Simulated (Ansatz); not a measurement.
# HfN+ (quintet): from Hartree-Fock to the top rungs, def2-QZVPP

The task here is to estimate one member of a computed series from the others.

Method: def2-QZVPP, core rule «outside noble gas», up to 5 orbitals frozen; program: Ansatz 0.2.0, Gaussian basis.

The runs, in order: UHF; ROHF; CCSD(T) on UHF.

### The geometry

The geometry is a PBE0/def2-TZVP stationary point (not a proven minimum) of the parent state, kept for this charge and spin. No spin-orbit coupling is included. Elements past krypton take def2 core potentials.

2 atoms, charge 1, spin multiplicity 5.

Atoms are counted from 1 here; the program's logs count them from 0.

Bond lengths: Hf1–N2 1.785 Å.

Set-up of the first run:

Contents of in.yaml:

```yaml
crystal:
  periodic: [false, false, false]
  atoms:
    - {symbol: Hf, position_ang: [0.000000, 0.000000, 0.000000]}
    - {symbol: N, position_ang: [0.000000, 0.000000, 1.785383]}
basis:
  gaussian: {orbitals: "def2-QZVPP.json"}
total_charge: 1
magnetization: {spin_polarized: true, initial_magnetization: 4}
hamiltonian: {xc: hf}
output: {orbitals: {seedname: orbitals}}
```

Launch:

```console
$ ansatz run in.yaml --threads 1 --pin off --events-out ev --progress --plain --max-ram 4096MiB --backend cpu
```

Steps of the session up to this table: UHF; ROHF; CCSD(T) on UHF.

One of the session's tables, all rows but one given; the rest of the session is left out.

| method | from UCCSD(T) (kcal/mol) |
| --- | --- |
| ROHF | +132.68 |
| UHF | ? |
| UMP2 | +15.83 |
| UCCSD | +5.49 |
| UCCSD(T) | 0 |

**Question.** Estimate the row for UHF.

The run gave: from UCCSD(T) (kcal/mol): +127.13. In the column «from UCCSD(T) (kcal/mol)» it lies between UMP2 (+15.83) and ROHF (+132.68).
